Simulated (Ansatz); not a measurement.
**C2H9ClGeSi: a ladder of functionals and wavefunction methods**

The task here is to estimate one member of a computed series from the others.

Method: functionals in def2-TZVPP, the program's frozen cores in correlated methods; program: Ansatz 0.2.0, Gaussian basis.

Plan: LDA (SPW92), PBE-D4, revPBE-D4, BLYP-D4, r2SCAN-D4, B97M-V, PBE0-D4, B3LYP-D4, r2SCANh-D4, r2SCAN0-D4, HSE06-D4, BHLYP-D4, CAM-B3LYP-D4, LC-ωPBE, ωB97X-V, ωB97M-V, B2PLYP, PBE-QIDH; CCSD(T)/def2-SVP; CCSD(T)/def2-TZVPP; MP2/def2-QZVPP; extrapolation to the limit.

### The geometry

All runs share one geometry, relaxed beforehand with PBE0-D4 in a triple-zeta def2 set.

SMILES `C[CH2][GeH]([SiH3])[Cl]`, 14 atoms, charge 0, spin multiplicity 1.

Atoms are counted from 1 here; the program's logs count them from 0.

Bond lengths: C1–C2 1.521 Å, C1–H6 1.093 Å, C1–H7 1.093 Å, C1–H8 1.092 Å, C2–Ge3 1.957 Å, C2–H9 1.095 Å, C2–H10 1.093 Å, Ge3–Si4 2.385 Å, Ge3–Cl5 2.180 Å, Ge3–H11 1.542 Å, Si4–H12 1.488 Å, Si4–H13 1.485 Å, Si4–H14 1.485 Å. Angles: C2–C1–H6 111.1°, C2–C1–H7 111.7°, C2–C1–H8 111.2°, H6–C1–H7 107.4°, H6–C1–H8 107.7°, H7–C1–H8 107.5°, C1–C2–Ge3 113.4°, C1–C2–H9 111.4°, C1–C2–H10 111.2°, Ge3–C2–H9 107.0°, Ge3–C2–H10 106.7°, H9–C2–H10 106.9°, C2–Ge3–Si4 115.0°, C2–Ge3–Cl5 106.3°, C2–Ge3–H11 111.3°, Si4–Ge3–Cl5 105.1°, Si4–Ge3–H11 113.0°, Cl5–Ge3–H11 105.2° and more.

As a file:

| atom | x (Å) | y (Å) | z (Å) |
| --- | --- | --- | --- |
| C1 | -1.3410 | 1.2471 | 0.5203 |
| C2 | 0.1753 | 1.3550 | 0.4874 |
| Ge3 | 1.0263 | 0.0000 | -0.6388 |
| Si4 | 0.4455 | -2.2534 | -0.1168 |
| Cl5 | 0.2778 | 0.3272 | -2.6601 |
| H6 | -1.7788 | 2.0387 | 1.1337 |
| H7 | -1.6693 | 0.2909 | 0.9361 |
| H8 | -1.7650 | 1.3318 | -0.4827 |
| H9 | 0.6042 | 1.2529 | 1.4895 |
| H10 | 0.4941 | 2.3275 | 0.1028 |
| H11 | 2.5490 | 0.2233 | -0.7294 |
| H12 | 0.9088 | -2.5867 | 1.2579 |
| H13 | 1.0901 | -3.1721 | -1.0886 |
| H14 | -1.0300 | -2.4115 | -0.1826 |

Set-up of the first run:

Contents of in.yaml:

```yaml
crystal:
  periodic: [false, false, false]
  atoms:
    - {symbol: C, position_ang: [-1.341012, 1.247118, 0.520252]}
    - {symbol: C, position_ang: [0.175303, 1.355046, 0.487434]}
    - {symbol: Ge, position_ang: [1.026256, 0.000036, -0.638822]}
    - {symbol: Si, position_ang: [0.445470, -2.253383, -0.116762]}
    - {symbol: Cl, position_ang: [0.277798, 0.327208, -2.660115]}
    - {symbol: H, position_ang: [-1.778810, 2.038651, 1.133664]}
    - {symbol: H, position_ang: [-1.669252, 0.290944, 0.936054]}
    - {symbol: H, position_ang: [-1.764993, 1.331792, -0.482729]}
    - {symbol: H, position_ang: [0.604235, 1.252913, 1.489528]}
    - {symbol: H, position_ang: [0.494124, 2.327460, 0.102771]}
    - {symbol: H, position_ang: [2.549018, 0.223261, -0.729411]}
    - {symbol: H, position_ang: [0.908807, -2.586730, 1.257927]}
    - {symbol: H, position_ang: [1.090085, -3.172099, -1.088575]}
    - {symbol: H, position_ang: [-1.030029, -2.411518, -0.182616]}
basis:
  gaussian: {orbitals: def2-TZVPP}
hamiltonian: {xc: lda}
output: {orbitals: {seedname: orbitals}}
```

Command:

```bash
ansatz run in.yaml --threads 2 --pin off --events-out ev --progress --plain --max-ram 20480MiB --backend cpu
```

Steps of the session up to this table: LDA; PBE-D4 (GGA); revPBE-D4 (GGA); BLYP-D4 (GGA); r2SCAN-D4 (meta-GGA); B97M-V (meta-GGA); B3LYP-D4 (hybrid); r2SCANh-D4 (hybrid); r2SCAN0-D4 (hybrid); HSE06-D4 (hybrid); BHLYP-D4 (hybrid); CAM-B3LYP-D4 (range-separated); LC-ωPBE (range-separated); ωB97X-V (range-separated); ωB97M-V (range-separated); B2PLYP (double hybrid); PBE-QIDH (double hybrid).

One table of the session follows, with a row left open; its other results are not shown here.

It belongs to the step «Frontier levels by functional». 

```
  functional  HOMO (eV)  gap (eV)
 LDA (SPW92)      -6.74      5.26
      PBE-D4      -6.64      5.40
   revPBE-D4      -6.59      5.47
     BLYP-D4      -6.49      5.39
   r2SCAN-D4      -6.91      5.92
      B97M-V      -7.05      6.00
     PBE0-D4      -7.81      7.44
    B3LYP-D4      -7.59      7.02
  r2SCANh-D4      -7.34      6.65
  r2SCAN0-D4          ?         ?
    HSE06-D4      -7.41      6.67
    BHLYP-D4      -8.85      9.43
CAM-B3LYP-D4      -9.07      9.76
     LC-ωPBE     -10.38     12.21
     ωB97X-V     -10.06     11.75
     ωB97M-V      -9.87     11.34
```

**Question.** Estimate the row for r2SCAN0-D4.

Worked estimate for «HOMO (eV)». Against the share of exact exchange, r2SCAN-D4 (0, -6.91), r2SCANh-D4 (0.1, -7.34) give a slope of -4.30 per unit share; at 0.25 the line stands at -7.98.

As computed: HOMO (eV): -7.98; gap (eV): 7.74. In «HOMO (eV)» the line misses by 0.00.
